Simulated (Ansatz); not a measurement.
# MgFBr: the cell at several levels of theory

Aim: relax MgFBr (Janus 1T monolayer) with PBE, r2SCAN, PBEsol, LDA and HSE06 and see how far the functionals disagree on the cell. This is a trial cell built on a prototype, not taken from a measured structure, and it needn't be the compound's ground state.

Code: Ansatz 0.2.0. PAW datasets, plane waves, zero pressure. Computed, not measured; no magnetism was allowed, and the structure may never have been made.

**1. Starting point**

The sheet's in-plane cell has a = 3.192 Å, b = 3.192 Å (γ = 120.0°), and its outermost atoms lie 2.59 Å apart along the normal. Mg has 3 F at 2.25 Å and 3 Br at 2.25 Å; F has 3 Mg at 2.25 Å; Br has 3 Mg at 2.25 Å.

Structure file:

```cif
data_structure
_symmetry_space_group_name_H-M 'P 1'
_symmetry_Int_Tables_number 1
_cell_length_a 3.1917
_cell_length_b 3.1917
_cell_length_c 18.0000
_cell_angle_alpha 90.000
_cell_angle_beta 90.000
_cell_angle_gamma 120.000
_cell_volume 158.79
loop_
_atom_site_label
_atom_site_type_symbol
_atom_site_fract_x
_atom_site_fract_y
_atom_site_fract_z
_atom_site_occupancy
Mg1 Mg 0.00000 0.00000 0.50000 1
F1 F 0.33333 0.66667 0.57205 1
Br1 Br 0.66667 0.33333 0.42795 1
```
Two periodic directions, a and b.

**2. PBE: cell and atoms**

input.yaml reads:

```yaml
crystal:
  lattice:
    - [3.19165164, 0.0, 0.0]
    - [-1.59582582, 2.7640514003, 0.0]
    - [0.0, 0.0, 18.0]
  atoms:
    - { symbol: Mg, position: [0.0, 0.0, 0.5] }
    - { symbol: F, position: [0.3333333333, 0.6666666667, 0.572049413] }
    - { symbol: Br, position: [0.6666666667, 0.3333333333, 0.427950587] }
  periodic: [true, true, false]
kpoints:
  mp_grid: { grid: [12, 12, 1] }
hamiltonian:
  xc: pbe
scf:
  occupations: { method: fermi_dirac, width: 0.02 }
relax:
  f_tol: 0.005
  cell: {}
```

Run with:

```bash
$ ansatz run input.yaml --threads 4 --pin off --max-ram 5529MiB --backend cpu --events-out ev --progress --plain --runs-dir out
```

The runs that follow: r2SCAN: cell and atoms; Relaxation with PBEsol; LDA: cell and atoms; Relaxation with HSE06.

Q: Predict the outcome of this session. Wanted: for each run, a; area; SCF geometries.

The runs gave:

```
 level  a (Å)  area (Å²/atom)  SCF geometries
   PBE  3.513           3.563              11
r2SCAN  3.484           3.503               6
PBEsol  3.467           3.470               5
   LDA  3.415           3.366               9
 HSE06  3.482           3.501               4
```

From the start to the first minimum the area moved by +21.2 %. The area runs from LDA (least) to PBE (most), a spread of 5.8 %, or 2.9 % in length if all axes shared it alike. The meshes differ: PBE 12×12×1, r2SCAN 12×12×1, PBEsol 12×12×1, LDA 12×12×1, HSE06 6×6×1.
